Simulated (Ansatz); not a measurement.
# NbTe (zincblende): response to moved atoms and strain

Aim: move atoms of NbTe (zincblende) or strain its cell, and read the forces, the stress and the rise in energy. The cell was built by placing the elements on the sites of a structure type; the runs don't test whether it is the stable form.

Computed with Ansatz 0.2.0 (DFT PBEsol, scalar-relativistic, plane waves, PAW, unless a step's input says otherwise).

### 1 Starting point

It takes space group F-43m (No. 216, cubic). Conventional cell: a = 6.269 Å, b = 6.269 Å, c = 6.269 Å, α = 90.00°, β = 90.00°, γ = 90.00°. Nb (site symmetry -43m) has 4 Te at 2.71 Å as nearest neighbours. Around Te (site symmetry -43m) lie 4 Nb at 2.71 Å.

Structure file:

```
Nb Te
1.0
     0.00000    3.13428    3.13428
     3.13428    0.00000    3.13428
     3.13428    3.13428    0.00000
Nb Te
1 1
Direct
  0.00000 0.00000 0.00000
  0.25000 0.25000 0.25000
```

An earlier run at PBEsol left this cell at 30.790 Å³/atom and 0.00 GPa (8×8×8 mesh).

The changes: atom 1 (Nb) moved 0.08 Å along z; strain e5 = +0.01, atoms carried along.

### 2 Atom 1 (Nb) moved 0.08 Å along z

input.yaml reads:

```yaml
crystal:
  lattice:
    - [0.0, 3.1342766319, 3.1342766319]
    - [3.1342766319, 0.0, 3.1342766319]
    - [3.1342766319, 3.1342766319, 0.0]
  atoms:
    - { symbol: Nb, position: [0.0127621154, 0.0127621154, -0.0127621154], spin: 1.49 }
    - { symbol: Te, position: [0.25, 0.25, 0.25] }
basis:
  ecutwfc: 420
  ecutrho_ratio: 4
kpoints:
  mp_grid: { grid: [8, 8, 8] }
hamiltonian:
  xc: pbesol
scf:
  occupations: { method: gaussian, width: 0.05 }
  lower_state_search: "off"
output:
  forces: true
  stress: true
  eigenvalues: true
  populations: true
magnetization:
  spin_polarized: true
checkpoint:
  read: start.run
  write: ck
  compress: false
  write_wavefunctions: false
  write_every: 100000
```

start.run holds the converged state of the cell before the atoms were moved.

Further steps of the session: Strain e5 = +0.01, atoms carried along.

What does the calculation give? Wanted: for each run, change; change of free energy; largest force; largest change of stress.

**Answer**, as computed:

| change | change of free energy (meV/atom) | largest force (eV/Å) | largest change of stress (GPa) |
| --- | --- | --- | --- |
| atom 1 (Nb) moved 0.08 Å along z | 14.01 | 0.720 | 2.86 |
| strain e5 = +0.01, atoms carried along | 0.53 | 0.136 | 0.54 |

Moving atom 1 by 0.08 Å meets a restoring force of 0.720 eV/Å along the move, a force constant of about 9.0 eV/Å². The strain e5 = +0.01 changes that stress component by -0.54 GPa (compression positive), a ratio of 54 GPa; that is a secant over a finite strain with the atoms carried along, not the elastic constant. No change lowers the energy by more than 0.5 meV/atom; other distortions weren't tried. Spin–orbit coupling is left out, though the cell holds Te; it can open a gap where p bands cross.
